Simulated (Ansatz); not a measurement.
**FGeH8N3Si: geometry optimisation**

The task is to find a stationary geometry of FGeH8N3Si.

Method: RKS PBE0-D4/def2-TZVP; program: Ansatz 0.2.0, Gaussian basis.

The runs, in order: relaxation at PBE0-D4/def2-TZVP.

1 further run of the same task is left out (set aside as unsound or not needed).

## 1. Where the work starts

SMILES `[NH2][GeH2][NH][SiH](N)F`, 14 atoms, charge 0, spin multiplicity 1.

Atoms are counted from 1 here; the program's logs count them from 0.

Bond lengths: N1–Ge2 1.813 Å, N1–H7 1.011 Å, N1–H8 1.010 Å, Ge2–N3 1.804 Å, Ge2–H9 1.515 Å, Ge2–H10 1.508 Å, N3–Si4 1.727 Å, N3–H11 1.006 Å, Si4–N5 1.711 Å, Si4–F6 1.612 Å, Si4–H12 1.455 Å, N5–H13 1.007 Å, N5–H14 1.008 Å. Angles: Ge2–N1–H7 115.9°, Ge2–N1–H8 116.6°, H7–N1–H8 108.3°, N1–Ge2–N3 105.6°, N1–Ge2–H9 117.6°, N1–Ge2–H10 104.3°, N3–Ge2–H9 106.8°, N3–Ge2–H10 112.8°, H9–Ge2–H10 109.8°, Ge2–N3–Si4 126.3°, Ge2–N3–H11 117.4°, Si4–N3–H11 116.3°, N3–Si4–N5 115.6°, N3–Si4–F6 105.2°, N3–Si4–H12 112.4°, N5–Si4–F6 106.8°, N5–Si4–H12 109.5°, F6–Si4–H12 106.7° and more.

The start is a GFN2-xTB geometry.

## 2. Relaxation at PBE0-D4/def2-TZVP

The input, in.yaml:

```yaml
crystal:
  periodic: [false, false, false]
  atoms:
    - {symbol: N, position_ang: [-0.819360, 0.130980, -1.814180]}
    - {symbol: Ge, position_ang: [-0.056580, 1.430030, -0.805490]}
    - {symbol: N, position_ang: [-0.145860, 0.838090, 0.896740]}
    - {symbol: Si, position_ang: [-0.022590, -0.804720, 1.415340]}
    - {symbol: N, position_ang: [1.025310, -1.793530, 0.492160]}
    - {symbol: F, position_ang: [0.595270, -0.733270, 2.902780]}
    - {symbol: H, position_ang: [-1.740640, -0.168130, -1.525190]}
    - {symbol: H, position_ang: [-0.833630, 0.282620, -2.812580]}
    - {symbol: H, position_ang: [-0.698340, 2.802610, -0.826650]}
    - {symbol: H, position_ang: [1.357860, 1.518720, -1.320920]}
    - {symbol: H, position_ang: [-0.270800, 1.526210, 1.619700]}
    - {symbol: H, position_ang: [-1.322210, -1.448920, 1.532190]}
    - {symbol: H, position_ang: [0.934490, -1.742940, -0.509220]}
    - {symbol: H, position_ang: [1.997090, -1.837740, 0.755310]}
basis:
  gaussian: {orbitals: def2-TZVP}
hamiltonian: {xc: pbe0, dispersion: d4}
relax: {f_tol: 0.005, max_steps: 150}
```

The run is started by

```
$ ansatz run in.yaml --threads 2 --pin off --events-out ev --progress --plain --max-ram 20480MiB --backend cuda --devices 0, --max-vram 18GiB
```

Before running them: what should the planned runs give, taken together? Wanted: point group; shift from the start; total energy; dispersion term; dipole moment.

The runs gave:

```
                  quantity           value
               point group              C1
                     steps              19
shift from the start (rms)         0.639 Å
              total energy  -71703.0947 eV
           dispersion term        -308 meV
             dipole moment          3.38 D
```

**Reading.** The atoms moved 0.64 Å (rms) from the start; the bond that changed most is N1–Ge2, from 1.813 to 1.848 Å. No vibrations were run, so it is not proven to be a minimum. The largest Mulliken charge, +0.68 e, sits on Si4.
